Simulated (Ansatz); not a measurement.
# C2H11AlClNSi: basis-set convergence

The task here is to estimate one member of a computed series from the others.

The runs use Ansatz 0.2.0, Gaussian basis; one geometry, several basis sets.

Levels to be run: PBE0-D4/def2-SVP; ωB97M-V/def2-SVP; PBE0-D4/def2-QZVPP; ωB97M-V/def2-QZVPP; the functionals' def2-TZVPP values are taken from earlier runs.

1 further run of the same task is left out (it didn't finish). Runs told in other sessions of the task aren't counted.

**The geometry**

All runs share one geometry, relaxed beforehand with PBE0-D4 in a triple-zeta def2 set.

SMILES `[CH3][Al-]([CH3])([Cl])[NH2+][SiH3]`, 17 atoms, charge 0, spin multiplicity 1.

Atoms are counted from 1 here; the program's logs count them from 0.

Bond lengths: C1–Al2 1.961 Å, C1–H7 1.095 Å, C1–H8 1.095 Å, C1–H9 1.096 Å, Al2–C3 1.963 Å, Al2–Cl4 2.166 Å, Al2–N5 2.067 Å, C3–H10 1.094 Å, C3–H11 1.096 Å, C3–H12 1.096 Å, N5–Si6 1.786 Å, N5–H13 1.017 Å, N5–H14 1.018 Å, Si6–H15 1.476 Å, Si6–H16 1.484 Å, Si6–H17 1.478 Å. Angles: Al2–C1–H7 112.7°, Al2–C1–H8 110.9°, Al2–C1–H9 112.2°, H7–C1–H8 106.4°, H7–C1–H9 107.7°, H8–C1–H9 106.5°, C1–Al2–C3 121.2°, C1–Al2–Cl4 114.8°, C1–Al2–N5 102.0°, C3–Al2–Cl4 113.7°, C3–Al2–N5 104.4°, Cl4–Al2–N5 95.6°, Al2–C3–H10 113.1°, Al2–C3–H11 113.7°, Al2–C3–H12 109.1°, H10–C3–H11 107.8°, H10–C3–H12 106.4°, H11–C3–H12 106.3° and more.

The first run:

File in.yaml:

```yaml
crystal:
  periodic: [false, false, false]
  atoms:
    - {symbol: C, position_ang: [-0.698309, -0.751422, 2.044515]}
    - {symbol: Al, position_ang: [0.708727, -0.383807, 0.728927]}
    - {symbol: C, position_ang: [0.978594, -1.553779, -0.823563]}
    - {symbol: Cl, position_ang: [2.550230, 0.395012, 1.561131]}
    - {symbol: N, position_ang: [0.078329, 1.409524, -0.082412]}
    - {symbol: Si, position_ang: [-0.898526, 1.285914, -1.572695]}
    - {symbol: H, position_ang: [-0.792081, 0.041100, 2.794588]}
    - {symbol: H, position_ang: [-0.488208, -1.674532, 2.594176]}
    - {symbol: H, position_ang: [-1.680219, -0.884335, 1.575753]}
    - {symbol: H, position_ang: [1.685472, -1.144344, -1.551710]}
    - {symbol: H, position_ang: [0.052829, -1.798205, -1.356000]}
    - {symbol: H, position_ang: [1.399209, -2.507050, -0.485012]}
    - {symbol: H, position_ang: [-0.416942, 1.875704, 0.673845]}
    - {symbol: H, position_ang: [0.944400, 1.927615, -0.217007]}
    - {symbol: H, position_ang: [0.021252, 0.883402, -2.655146]}
    - {symbol: H, position_ang: [-1.515696, 2.601829, -1.872852]}
    - {symbol: H, position_ang: [-1.947961, 0.276972, -1.316339]}
basis:
  gaussian: {orbitals: def2-SVP}
hamiltonian: {xc: pbe0, dispersion: d4}
output: {orbitals: {seedname: orbitals}}
```

The run is started by

```console
ansatz run in.yaml --threads 4 --pin off --events-out ev --progress --plain --max-ram 11315MiB
```

Among the steps run: PBE0-D4 in def2-SVP; ωB97M-V in def2-SVP; PBE0-D4 in def2-QZVPP; ωB97M-V in def2-QZVPP.

One of the session's tables, all rows but one given; the rest of the session is left out.

It belongs to the step «Density functionals: the series». 

```
functional       basis  HOMO (eV)
   PBE0-D4    def2-SVP      -7.04
   PBE0-D4  def2-TZVPP      -7.17
   PBE0-D4  def2-QZVPP          ?
   ωB97M-V    def2-SVP      -9.25
   ωB97M-V  def2-TZVPP      -9.40
   ωB97M-V  def2-QZVPP      -9.43
```

Estimate the missing values for PBE0-D4, def2-QZVPP.

The run gave: HOMO (eV): -7.20. In the column «HOMO (eV)» it lies between ωB97M-V, def2-SVP (-9.25) and PBE0-D4, def2-TZVPP (-7.17).
